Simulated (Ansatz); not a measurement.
# RuF+ (triplet): from Hartree-Fock to the top rungs, def2-TZVPP

An exercise on one series of results from a longer session: the logs are not shown, and one member is left open.

Computed with Ansatz 0.2.0, Gaussian basis. Level: def2-TZVPP, core rule «outside noble gas», up to 5 orbitals frozen.

To be run: UHF; ROHF; CCSD(T) on UHF.

2 further runs of the same task are left out: 2 set aside as unsound or not needed.

## The geometry

The geometry is a PBE0/def2-TZVP stationary point (not a proven minimum) of the parent state, kept for this charge and spin. No spin-orbit coupling is included. Elements past krypton take def2 core potentials.

2 atoms, charge 1, spin multiplicity 3.

Atoms are counted from 1 here; the program's logs count them from 0.

Bond lengths: Ru1–F2 1.738 Å.

As a file:

```xyz
2
FRu
Ru    0.00000    0.00000    0.00000
F     0.00000    0.00000    1.73760
```

Set-up of the first run:

in.yaml

```yaml
crystal:
  periodic: [false, false, false]
  atoms:
    - {symbol: Ru, position_ang: [0.000000, 0.000000, 0.000000]}
    - {symbol: F, position_ang: [0.000000, 0.000000, 1.737600]}
basis:
  gaussian: {orbitals: def2-TZVPP}
total_charge: 1
magnetization: {spin_polarized: true, initial_magnetization: 2}
hamiltonian: {xc: hf}
output: {orbitals: {seedname: orbitals}}
```

On the command line:

```sh
> ansatz run in.yaml --threads 1 --pin off --events-out ev --progress --plain --max-ram 4096MiB --backend cpu
```

Steps of the session up to this table: UHF; ROHF; CCSD(T) on UHF.

One table of the session follows, with a row left open; its other results are not shown here.

```
  method  from UCCSD(T) (kcal/mol)
    ROHF                         ?
     UHF                   +288.57
    UMP2                    +19.07
   UCCSD                    +13.95
UCCSD(T)                         0
```

**Question.** Estimate the row for ROHF.

**Answer.** from UCCSD(T) (kcal/mol): +297.41. In the column «from UCCSD(T) (kcal/mol)» it is the highest.

The program flags UCCSD(T) as in doubt (see the logs), so the zero of the table is itself unsure.

Limits of these values: The determinant is far from a pure spin state, so its energy mixes those of several spin states (harmless only where they are near-degenerate, as at dissociation). The program flags UCCSD(T) as in doubt, so the zero of the table is itself unsure. Warnings: spin contamination; coupled cluster took another determinant than the lowest.
